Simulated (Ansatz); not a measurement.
# CH₃ClGa−: geometry optimisation

Aim: relax CH₃ClGa− at this level.

Program: Ansatz 0.2.0. Level of theory: RKS PBE0-D4/def2-TZVPD. These are calculated values, not measurements.

## 1. The system as given

SMILES `[CH2-][GaH][Cl]`, 6 atoms, charge -1, spin multiplicity 1.

Atoms are counted from 1 here; the program's logs count them from 0.

Bond lengths: C1–Ga2 1.835 Å, C1–H4 1.102 Å, C1–H5 1.104 Å, Ga2–Cl3 2.324 Å, Ga2–H6 1.585 Å. Angles: Ga2–C1–H4 123.3°, Ga2–C1–H5 120.9°, H4–C1–H5 115.8°, C1–Ga2–Cl3 119.3°, C1–Ga2–H6 136.8°, Cl3–Ga2–H6 103.9°.

Coordinates:

```xyz
6
CH3ClGa
C    -0.2459   -0.6666   -0.8584
Ga    0.0813    0.6202    0.4076
Cl    0.9319   -0.0116    2.4757
H    -0.0552   -1.7398   -0.6945
H    -0.6474   -0.3967   -1.8508
H    -0.0646    2.1944    0.5204
```

## 2. Relaxation

Contents of input.yaml:

```yaml
crystal:
  periodic: [false, false, false]
  atoms:
    - { symbol: C, position_ang: [-0.245919, -0.666565, -0.858393] }
    - { symbol: Ga, position_ang: [0.08132, 0.620247, 0.40764] }
    - { symbol: Cl, position_ang: [0.931868, -0.011638, 2.475651] }
    - { symbol: H, position_ang: [-0.055215, -1.739814, -0.69451] }
    - { symbol: H, position_ang: [-0.647446, -0.396674, -1.850783] }
    - { symbol: H, position_ang: [-0.064618, 2.194433, 0.520395] }
total_charge: -1
basis:
  gaussian: { orbitals: def2-TZVPD }
hamiltonian:
  xc: pbe0
  dispersion: d4
output:
  forces: true
relax:
  f_tol: 0.003
  max_steps: 120
```

Command:

```
$ ansatz run input.yaml --threads 1 --pin off --max-ram 2560MiB --backend cpu --events-out ev --progress --plain --runs-dir out
```

The log of the run:

```text
Warning: RAYON_NUM_THREADS=1 ignored (pool sized by the plan → 1); use --threads N
The last accepted step is kept in <dir> (removed where the run ends without a failure and the disk answers)
Engine: ansatz 0.2.0, x86_64-unknown-linux-gnu
Functional definition: PBE0
  parameter a = 0.25
  parameter kappa = 0.804
  parameter beta = 0.06672455060314922
  exchange = (1 - a)*pbe_x(kappa = kappa, mu = beta*pi^2/3) + a*exact_x
  correlation = pbe_c(beta = beta)
1059 factors; their error is unknown
mean field evaluation 1: about -65970.0807 eV, gradient 5.3e1 eV
mean field evaluation 2: about -65948.5915 eV, gradient 9.3e1 eV
mean field evaluation 4: about -65976.2403 eV, gradient 7.2e0 eV
mean field evaluation 8: about -65976.3259 eV, gradient 1.5e-1 eV
mean field evaluation 16: about -65976.5184 eV, gradient 1.6e-4 eV
mean field -65976.51841759 eV, -2424.5923313559 hartree, gradient 5.5e-5 eV, S^2 0.000000; 0 other end points of the search recorded, 0 dependent functions left out
the calculation of the forces begins
reference -65976.51845783 eV, -2424.5923328350 hartree; 29, 29 occupied and 135, 135 virtual orbitals, 1059 factors
relax step   1: F+E_penalty+E_count = -65976.63543627 eV  Δ(F+E_penalty+E_count) = +0.000e0 eV  max|allowed force component| = 5.293e-1 eV/Å  Δτ_max = 0.0000 Å  (29 SCF iters, accepted)
these checks for a lower state are left out or cut short: starts, cluster_reference, orbital_swaps, neighbouring_geometries, increment
1059 factors; their error is unknown
mean field -65976.53673681 eV, -2424.5930045749 hartree, gradient 2.1e-5 eV, S^2 0.000000; 0 other end points of the search recorded, 0 dependent functions left out
the calculation of the forces begins
reference -65976.53677697 eV, -2424.5930060509 hartree; 29, 29 occupied and 135, 135 virtual orbitals, 1059 factors
relax step   2: F+E_penalty+E_count = -65976.65449661 eV  Δ(F+E_penalty+E_count) = -1.906e-2 eV  max|allowed force component| = 1.358e-1 eV/Å  Δτ_max = 0.0268 Å  (33 SCF iters, accepted)
these checks for a lower state are left out or cut short: starts, cluster_reference, orbital_swaps, neighbouring_geometries, increment
1059 factors; their error is unknown
mean field evaluation 32: about -65976.5386 eV, gradient 2.1e-5 eV
mean field -65976.53863557 eV, -2424.5930743530 hartree, gradient 2.1e-5 eV, S^2 0.000000; 0 other end points of the search recorded, 0 dependent functions left out
the calculation of the forces begins
reference -65976.53867572 eV, -2424.5930758287 hartree; 29, 29 occupied and 135, 135 virtual orbitals, 1059 factors
relax step   3: F+E_penalty+E_count = -65976.65672005 eV  Δ(F+E_penalty+E_count) = -2.223e-3 eV  max|allowed force component| = 1.813e-2 eV/Å  Δτ_max = 0.0102 Å  (34 SCF iters, accepted)
these checks for a lower state are left out or cut short: starts, cluster_reference, orbital_swaps, neighbouring_geometries, increment
1059 factors; their error is unknown
mean field -65976.53870013 eV, -2424.5930767255 hartree, gradient 2.1e-5 eV, S^2 0.000000; 0 other end points of the search recorded, 0 dependent functions left out
the calculation of the forces begins
reference -65976.53874029 eV, -2424.5930782016 hartree; 29, 29 occupied and 135, 135 virtual orbitals, 1059 factors
relax step   4: F+E_penalty+E_count = -65976.65675838 eV  Δ(F+E_penalty+E_count) = -3.834e-5 eV  max|allowed force component| = 4.795e-3 eV/Å  Δτ_max = 0.0020 Å  (35 SCF iters, accepted)
these checks for a lower state are left out or cut short: starts, cluster_reference, orbital_swaps, neighbouring_geometries, increment
1059 factors; their error is unknown
mean field -65976.53872008 eV, -2424.5930774586 hartree, gradient 2.1e-5 eV, S^2 0.000000; 0 other end points of the search recorded, 0 dependent functions left out
the calculation of the forces begins
reference -65976.53876025 eV, -2424.5930789349 hartree; 29, 29 occupied and 135, 135 virtual orbitals, 1059 factors
relax step   5: F+E_penalty+E_count = -65976.65676029 eV  Δ(F+E_penalty+E_count) = -1.909e-6 eV  max|allowed force component| = 3.951e-3 eV/Å  Δτ_max = 0.0024 Å  (34 SCF iters, accepted)
these checks for a lower state are left out or cut short: starts, cluster_reference, orbital_swaps, neighbouring_geometries, increment
1059 factors; their error is unknown
mean field -65976.53873055 eV, -2424.5930778436 hartree, gradient 2.1e-5 eV, S^2 0.000000; 0 other end points of the search recorded, 0 dependent functions left out
the calculation of the forces begins
reference -65976.53877072 eV, -2424.5930793199 hartree; 29, 29 occupied and 135, 135 virtual orbitals, 1059 factors
relax step   6: F+E_penalty+E_count = -65976.65676503 eV  Δ(F+E_penalty+E_count) = -4.734e-6 eV  max|allowed force component| = 3.556e-3 eV/Å  Δτ_max = 0.0017 Å  (35 SCF iters, accepted)
these checks for a lower state are left out or cut short: starts, cluster_reference, orbital_swaps, neighbouring_geometries, increment
1059 factors; their error is unknown
mean field -65976.53873251 eV, -2424.5930779156 hartree, gradient 2.1e-5 eV, S^2 0.000000; 0 other end points of the search recorded, 0 dependent functions left out
the calculation of the forces begins
reference -65976.53877268 eV, -2424.5930793919 hartree; 29, 29 occupied and 135, 135 virtual orbitals, 1059 factors
relax step   7: F+E_penalty+E_count = -65976.65676663 eV  Δ(F+E_penalty+E_count) = -1.606e-6 eV  max|allowed force component| = 5.720e-4 eV/Å  Δτ_max = 0.0009 Å  (35 SCF iters, accepted)
1059 factors; their error is unknown
mean field evaluation 64: about -65976.5387 eV, gradient 7.2e-5 eV
mean field -65976.53873251 eV, -2424.5930779156 hartree, gradient 2.1e-5 eV, S^2 0.000000; 1 other end points of the search recorded, 0 dependent functions left out
the calculation of the forces begins
reference -65976.53877268 eV, -2424.5930793919 hartree; 29, 29 occupied and 135, 135 virtual orbitals, 1059 factors
Total energy: -65976.65680681 eV, -2424.5974170659 hartree
Atom 0 at    -0.241267    -0.661098    -0.849961 Å, force    -0.000102    -0.000200    -0.000359 eV/Å
Atom 1 at     0.086435     0.606451     0.420253 Å, force    -0.000440     0.000287     0.000572 eV/Å
Atom 2 at     0.919241    -0.007418     2.444454 Å, force     0.000271     0.000035    -0.000346 eV/Å
Atom 3 at    -0.058133    -1.720963    -0.697040 Å, force    -0.000164    -0.000168     0.000383 eV/Å
Atom 4 at    -0.640198    -0.392600    -1.825843 Å, force     0.000409     0.000227    -0.000233 eV/Å
Atom 5 at    -0.066088     2.175617     0.508137 Å, force     0.000028    -0.000182    -0.000017 eV/Å
Dipole moment:     0.029443     0.292288     0.170034 e Å
```

Wall time 76 s (1 thread of Intel Xeon Platinum 8259CL at 2.50GHz (Skylake/Cascade Lake), shared host); peak memory 0.39 GiB.

Relaxation path:

| step | energy from step 1 (eV) | largest force component (eV/Å) |
| --- | --- | --- |
| 1 | 0.0000 | 0.5293 |
| 2 | -0.0191 | 0.1358 |
| 3 | -0.0213 | 0.0181 |
| 4 | -0.0213 | 0.0048 |
| 5 | -0.0213 | 0.0040 |
| 6 | -0.0213 | 0.0036 |
| 7 | -0.0213 | 0.0006 |

Distances of close pairs at the start and the end, largest changes first:

| bond | before (Å) | after (Å) | change (Å) |
| --- | --- | --- | --- |
| Ga2–Cl3 | 2.324 | 2.273 | -0.050 |
| C1–H5 | 1.104 | 1.088 | -0.016 |
| C1–H4 | 1.102 | 1.086 | -0.016 |
| C1–Ga2 | 1.835 | 1.824 | -0.010 |
| Ga2–H6 | 1.585 | 1.579 | -0.006 |

## 3. What came out

| quantity | value |
| --- | --- |
| energy gained | 0.0213 eV |
| root mean square move | 0.023 Å |

Bond lengths: C1–Ga2 1.824 Å, C1–H4 1.086 Å, C1–H5 1.088 Å, Ga2–Cl3 2.273 Å, Ga2–H6 1.579 Å. Angles: Ga2–C1–H4 123.3°, Ga2–C1–H5 121.3°, H4–C1–H5 115.4°, C1–Ga2–Cl3 119.9°, C1–Ga2–H6 135.4°, Cl3–Ga2–H6 104.7°. No frequencies were computed here.
